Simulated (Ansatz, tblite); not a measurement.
**Si10H16 hole sphere (Si₉GeH₁₆): rung by rung**

The task here is to estimate one member of a computed series from the others.

Program: Ansatz 0.2.0, Gaussian basis. Level of theory: as each input shows. These are calculated values, not measurements.

The runs, in order: GFN1-xTB, GFN2-xTB, PBE-D4/def2-TZVP, r2SCAN-D4/def2-TZVP, PBE-D4/def2-SVP, PBE0-D4/def2-SVP, HF/STO-3G, HF/6-31G, B3LYP-D4/6-31G, MP2/def2-SVP.

6 further runs of the same task are left out: 4 that didn't finish, 2 set aside as unsound or not needed. Runs told in other sessions of the task aren't counted.

## The geometry

The geometry is that of the singlet, from an earlier relaxation (r2SCAN-D4/def2-SVP).

26 atoms, charge 0, spin multiplicity 1.

Bond lengths: Si1–Si5 2.352 Å, Si1–Si7 2.352 Å, Si1–Si8 2.349 Å, Si1–H11 1.501 Å, Si2–Si6 2.352 Å, Si2–Si7 2.352 Å, Si2–Si9 2.350 Å, Si2–H12 1.501 Å, Si3–Si5 2.352 Å, Si3–Si6 2.352 Å, Si3–Si10 2.349 Å, Si3–H13 1.501 Å, Ge4–Si8 2.389 Å, Ge4–Si9 2.389 Å, Ge4–Si10 2.389 Å, Ge4–H14 1.543 Å, Si5–H15 1.499 Å, Si5–H16 1.499 Å and more. Angles: Si5–Si1–Si7 109.2°, Si5–Si1–Si8 109.4°, Si5–Si1–H11 109.4°, Si7–Si1–Si8 109.5°, Si7–Si1–H11 109.4°, Si8–Si1–H11 109.9°, Si6–Si2–Si7 109.2°, Si6–Si2–Si9 109.5°, Si6–Si2–H12 109.4°, Si7–Si2–Si9 109.4°, Si7–Si2–H12 109.4°, Si9–Si2–H12 109.9°, Si5–Si3–Si6 109.3°, Si5–Si3–Si10 109.5°, Si5–Si3–H13 109.4°, Si6–Si3–Si10 109.4°, Si6–Si3–H13 109.4°, Si10–Si3–H13 109.9° and more.

PBE0-D4/def2-TZVP was run before; its log isn't repeated, and its numbers join the tables.

The first run:

Tight binding, by tblite at 300 K electronic temperature and without a spin-polarisation term:

```python
tblite.interface.Calculator('GFN1-xTB', numbers, positions, charge=0, uhf=0).singlepoint()
```

Tight binding, by tblite at 300 K electronic temperature and without a spin-polarisation term:

```python
tblite.interface.Calculator('GFN2-xTB', numbers, positions, charge=0, uhf=0).singlepoint()
```

start.molden holds the orbitals of an earlier run on this state, given as this run's starting guess.

in.yaml reads:

```yaml
crystal:
  periodic: [false, false, false]
  atoms:
    - {symbol: Si, position_ang: [-1.362502, 1.363233, -1.365959]}
    - {symbol: Si, position_ang: [1.367419, -1.363854, -1.360367]}
    - {symbol: Si, position_ang: [-1.363940, -1.362951, 1.364907]}
    - {symbol: Ge, position_ang: [1.365554, 1.370197, 1.368365]}
    - {symbol: Si, position_ang: [-2.708500, 0.002590, 0.001160]}
    - {symbol: Si, position_ang: [0.005384, -2.708832, 0.006373]}
    - {symbol: Si, position_ang: [0.004657, -0.000860, -2.708466]}
    - {symbol: Si, position_ang: [-0.017790, 2.738969, -0.017195]}
    - {symbol: Si, position_ang: [2.738640, -0.011248, -0.014841]}
    - {symbol: Si, position_ang: [-0.016679, -0.014844, 2.738809]}
    - {symbol: H, position_ang: [-2.238494, 2.207902, -2.244252]}
    - {symbol: H, position_ang: [2.215122, -2.240536, -2.235041]}
    - {symbol: H, position_ang: [-2.240928, -2.239009, 2.210861]}
    - {symbol: H, position_ang: [2.255040, 2.262274, 2.259453]}
    - {symbol: H, position_ang: [-3.582665, -0.858739, -0.859033]}
    - {symbol: H, position_ang: [-3.589025, 0.860884, 0.857860]}
    - {symbol: H, position_ang: [-0.853083, -3.585106, -0.854534]}
    - {symbol: H, position_ang: [0.862499, -3.587255, 0.866404]}
    - {symbol: H, position_ang: [-0.856388, -0.863876, -3.580156]}
    - {symbol: H, position_ang: [0.861497, 0.854763, -3.591415]}
    - {symbol: H, position_ang: [0.839591, 3.616549, -0.876616]}
    - {symbol: H, position_ang: [-0.880839, 3.614961, 0.838180]}
    - {symbol: H, position_ang: [3.611540, 0.847626, -0.877573]}
    - {symbol: H, position_ang: [3.619373, -0.868170, 0.841797]}
    - {symbol: H, position_ang: [-0.877024, 0.840984, 3.616981]}
    - {symbol: H, position_ang: [0.841540, -0.875609, 3.614276]}
basis:
  gaussian: {orbitals: def2-TZVP, initial_orbitals: start.molden}
hamiltonian: {xc: pbe, dispersion: d4}
scf: {omitted_lower_state_checks: [starts]}
output: {orbitals: {seedname: orbitals}}
```

Run with:

```sh
ansatz run in.yaml --threads 4 --pin off --events-out ev --progress --plain --max-ram 6963MiB
```

Among the steps run: PBE-D4/def2-TZVP; r2SCAN-D4/def2-TZVP; PBE-D4/def2-SVP; PBE0-D4/def2-SVP; HF/STO-3G; HF/6-31G; B3LYP-D4/6-31G; MP2/def2-SVP.

One of the session's tables, all rows but one given; the rest of the session is left out.

It belongs to the step «Binding energy». 

```
              level  binding an atom (eV)
          HF/STO-3G                 3.627
           HF/6-31G                 1.990
        HF/def2-SVP                 2.332
    PBE-D4/def2-SVP                 3.140
   PBE-D4/def2-TZVP                 3.142
r2SCAN-D4/def2-TZVP                 3.170
     B3LYP-D4/6-31G                 2.905
   PBE0-D4/def2-SVP                 3.141
  PBE0-D4/def2-TZVP                     ?
       MP2/def2-SVP                 2.905
```

Estimate the missing values for PBE0-D4/def2-TZVP.

**Answer.** binding an atom (eV): 3.147. In the column «binding an atom (eV)» it lies between PBE-D4/def2-TZVP (3.142) and r2SCAN-D4/def2-TZVP (3.170).

To keep in mind: Free atoms were run apart at each level; binding is atoms less cluster, divided by the number of atoms, without zero-point or spin-orbit terms.
